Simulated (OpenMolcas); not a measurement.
# W⁴⁺ among point charges: CASSCF levels and susceptibility

How does a field of 6 point charges split the states of W⁴⁺, and what χT follows?

The numbers are computed with OpenMolcas 26.06 (state-averaged CASSCF, spin-orbit coupling by RASSI with atomic mean-field integrals), except any that are marked as measured or tabulated.

1 further run of the same task is left out (it didn't finish).

## (1) The atom as given

```
Species                           : W⁴⁺ (tungsten, Z = 74, 70 electrons)
Basis                             : ANO-RCC-VTZP [8s7p5d3f2g1h], 104 functions
Scalar Hamiltonian                : DKH2, point nucleus
Inactive shells                   : 1s 2s 2p 3s 3p 3d 4s 4p 4d 4f 5s 5p
Active space                      : 2 electrons in 5 orbitals (5d)
Some configurations of this space : 5d2
Orbitals                          : optimised for each spin and parity, averaged over all roots
```

The outer shells:

5d2
```
5d [↑ ][↑ ][  ][  ][  ]
```

The ion sits among 6 point charges of -1.5 e arranged as a tetragonal octahedron (D4h), 1.97 Å from the ion, with the axial distance 1.714 Å. The active orbitals were held to one l.

Each step is its own input file, run in one work folder so that later steps find the files of earlier ones. Labels, J, g values, rates, χT and fits are worked out afterwards by a script from the matrices that RASSI stores. The input lists half of the charges; inversion (Group=XYZ) makes the rest.

## (2) Basis and integrals

The input, a.inp:

```
&GATEWAY
Coord
1

W 0.0 0.0 0.0
Basis=ANO-RCC-VTZP
Group=XYZ
NoMove
AngMom=0.0 0.0 0.0
AMFI
XField
3 Angstrom 0
1.970000 0.000000 0.000000 -1.500000
0.000000 1.970000 0.000000 -1.500000
0.000000 0.000000 1.713900 -1.500000
&SEWARD
```

Launch:

```console
$ OMP_NUM_THREADS=1 MOLCAS_MEM=1689 MOLCAS_PROJECT=a pymolcas a.inp > a.log
```

## (3) CASSCF: triplets of even parity, 10 roots

The input, a.inp:

```
&RASSCF
FileOrb=start.orb
Symmetry=1
Spin=3
nActEl=2 0 0
Inactive=15 19
Ras2=5 0
CIRoot=10 10 1
SDav=10
CIMx=300
Iter=120 100
PrWF=0.3
OrbListing=Nothing
MaxOrb=0
SupSym
1
25 4 5 6 7 8 10 11 12 13 14 16 17 18 19 20 24 25 26 27 28 29 30 31 32
33
0
>>> COPY $Project.JobIph JOB001
```

start.orb holds the contracted functions of the basis, ordered by shell, or the orbitals of the step before.

## (4) CASSCF: singlets of even parity, 15 roots

The input, a.inp:

```
&RASSCF
FileOrb=start.orb
Symmetry=1
Spin=1
nActEl=2 0 0
Inactive=15 19
Ras2=5 0
CIRoot=15 15 1
SDav=15
CIMx=300
Iter=120 100
PrWF=0.3
OrbListing=Nothing
MaxOrb=0
SupSym
1
25 4 5 6 7 8 10 11 12 13 14 16 17 18 19 20 24 25 26 27 28 29 30 31 32
33
0
>>> COPY $Project.JobIph JOB002
```

## (5) RASSI: spin-orbit coupling between the states

The input, a.inp:

```
&RASSI
NrOfJobIphs=2 10 15
1 2 3 4 5 6 7 8 9 10
1 2 3 4 5 6 7 8 9 10 11 12 13 14 15
IphNames
JOB001
JOB002
EJob
SpinOrbit
DIPRint=1.0
SOCoupling=1000.0
Subsets=2
Property=9
'ANGMOM' 1 'ANGMOM' 2 'ANGMOM' 3 'MLTPL  1' 1 'MLTPL  1' 2 'MLTPL  1' 3
'AMFI' 1 'AMFI' 2 'AMFI' 3
SOProperty=3
'ANGMOM' 1 'ANGMOM' 2 'ANGMOM' 3
```

Q: Predict the outcome of this session. Wanted: spin-free ground state; first state of the same spin within the active space; lowest level; next level.

The runs gave:

| quantity | value |
| --- | --- |
| method | CASSCF |
| spin-free ground state | 3E, 2-fold in its orbital part |
| first state of the same spin within the active space | 3A2 at 4100 cm⁻¹ |
| lowest level | 1-fold B1 |
| next level | 396.2 cm⁻¹ |
| χT at 300 K | 0.06 cm³ K/mol |
| effective moment at 300 K | 0.69 μB |

The spin-free ground state (3E) comes to 91 % from free-ion F terms and keeps the highest spin of the shell. χT at 300 K is 0.06, against 1.00 cm³ K/mol for the spin alone, so spin-orbit coupling lowers it. The field of point charges can differ much from that of real complexes. Point charges carry no covalency, so the field is a model and not that of real ligands.
